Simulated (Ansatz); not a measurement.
# F6H2MoN: the cost of one run

Method: UKS PBE/def2-SVP, in Ansatz 0.2.0.

### Step 1. The system as given

Bond lengths: Mo1–F2 2.020 Å, Mo1–F3 1.770 Å, Mo1–F4 1.770 Å, Mo1–F5 1.770 Å, Mo1–F6 1.770 Å, Mo1–F7 1.770 Å, N8–H9 1.060 Å, N8–H10 1.060 Å. Angles (14 of 16 angles, heavy atoms first): F2–Mo1–F3 90.0°, F2–Mo1–F4 90.0°, F2–Mo1–F5 90.0°, F2–Mo1–F6 90.0°, F2–Mo1–F7 180.0°, F3–Mo1–F4 90.0°, F3–Mo1–F5 180.0°, F3–Mo1–F6 90.0°, F3–Mo1–F7 90.0°, F4–Mo1–F5 90.0°, F4–Mo1–F6 180.0°, F4–Mo1–F7 90.0°, F5–Mo1–F6 90.0°, F5–Mo1–F7 90.0°.

Coordinates:

```xyz
10

Mo    0.0000    0.0000    0.0000
F     0.0000    0.0000    2.0200
F     1.7700    0.0000    0.0000
F     0.0000    1.7700    0.0000
F    -1.7700    0.0000    0.0000
F     0.0000   -1.7700    0.0000
F     0.0000    0.0000   -1.7700
N     0.0000    0.0000    3.6000
H    -0.4960   -0.7725    4.1300
H     0.4960    0.7725    4.1300
```

### Step 2. Pulling towards end A

Springs on the bonds that form and break draw the guess towards this end; the thresholds are loose.

Contents of input.yaml:

```yaml
crystal:
  periodic: [false, false, false]
  atoms:
    - { symbol: Mo, position_ang: [0.0, 0.0, 0.0] }
    - { symbol: F, position_ang: [0.0, 0.0, 2.02] }
    - { symbol: F, position_ang: [1.77, 0.0, 0.0] }
    - { symbol: F, position_ang: [0.0, 1.77, 0.0] }
    - { symbol: F, position_ang: [-1.77, 0.0, 0.0] }
    - { symbol: F, position_ang: [0.0, -1.77, 0.0] }
    - { symbol: F, position_ang: [0.0, 0.0, -1.77] }
    - { symbol: "N", position_ang: [0.0, 0.0, 3.6] }
    - { symbol: H, position_ang: [-0.496, -0.7725, 4.13] }
    - { symbol: H, position_ang: [0.496, 0.7725, 4.13] }
magnetization:
  spin_polarized: true
  initial_magnetization: 1
basis:
  gaussian: { orbitals: def2-SVP }
hamiltonian:
  xc: pbe
relax:
  f_tol: 0.15
  max_steps: 25
  restrain:
    - { distance: [1, 7], at: 2.48, k: 30.0 }
    - { distance: [0, 1], at: 1.77, k: 30.0 }
```

Started as:

```bash
> ansatz run input.yaml --threads 4 --pin off --max-ram 5120MiB --backend cpu --events-out ev --progress --plain --runs-dir out
```

Q: Estimate wall time and peak memory on 4 threads of AMD EPYC 7B13 (Zen 3), shared host.

About 1.7 min, with a peak of 0.45 GiB.
